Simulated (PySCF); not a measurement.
# KCl+: from the state search to spectroscopic constants

What are the lowest state that PBE0 finds, the bond length, vibrational wavenumber and bond energy of KCl+, and how much do these hang on the method?

Method: K 3-21G, Cl 3-21G, no relativity; program: PySCF 2.14.0.

## Step 1: Input

A driver script around PySCF takes these settings:

* atoms: K, Cl
* charge: 1
* basis: K 3-21G, Cl 3-21G
* Hamiltonian: no relativity
* basis functions: 30
* electrons treated: 35
* masses in u: 38.9637, 34.9689
* levels: PBE0, PBE, r²SCAN, BLYP, TPSS, BHandHLYP, LC-ωPBE, HF, MP2, SCS-MP2, CCSD, CCSD(T)
* grid: 80 radial by 434 angular points
* occupations: held fixed by the projection of orbital angular momentum
* dissociation limit: K+ + Cl, each in its ground configuration
* starting distance in angstrom: 3.015
* values of 2S to try: 1, 3

The runs that follow: The PBE0 curve of the state that the search chose; Other states along the same grid; PBE; r²SCAN (meta-GGA); BLYP (GGA); TPSS (meta-GGA); BHandHLYP; LC-ωPBE; UHF (mean field); Correlated methods on the Hartree–Fock reference.

**Question.** What will these runs give? Wanted: for each run, Re; ωe; De; μ.

The runs gave:

Lowest PBE0 solution found, without spin–orbit coupling: ²Π (doublet), unpaired electrons π ↑. The other levels ran on it alone.

```
      level  Re (Å)  ωe (cm⁻¹)  De (eV)  μ (D)
        UHF   3.534       74.8    0.156  -7.73
    UHF-MP2   3.545       76.5    0.168    n/a
UHF-SCS-MP2   3.546       76.5    0.168    n/a
   UHF-CCSD   3.547       77.0    0.171    n/a
UHF-CCSD(T)   3.547       77.1    0.172    n/a
        PBE   3.430       86.4    0.220  -7.34
       BLYP   3.461       83.8    0.217  -7.37
       TPSS   3.476       81.2    0.199  -7.49
     r²SCAN   3.450       81.6    0.182  -7.49
       PBE0   3.428       84.0    0.197  -7.41
  BHandHLYP   3.397       87.8    0.198  -7.35
    LC-ωPBE   3.449       80.2    0.178  -7.51
```

De is counted to K+ + Cl in their ground configurations. A positive dipole points from K to Cl; in an ion it is taken about the centre of mass and does not tell which atom is negative.

**Reading.** The methods spread over 0.151 Å in bond length, from BHandHLYP to UHF-CCSD. CCSD(T) can't serve as the judge here: for a weak bond in this basis it is far from its limit. Of the levels with a De here, UHF gives the least (0.156 eV) and PBE the most (0.220 eV).

Correlated steps freeze 10 core orbitals. The basis is very small, so these numbers show the basis as much as the molecule. The bond is weak, and basis-set superposition, which was not computed, may be a sizeable part of it.
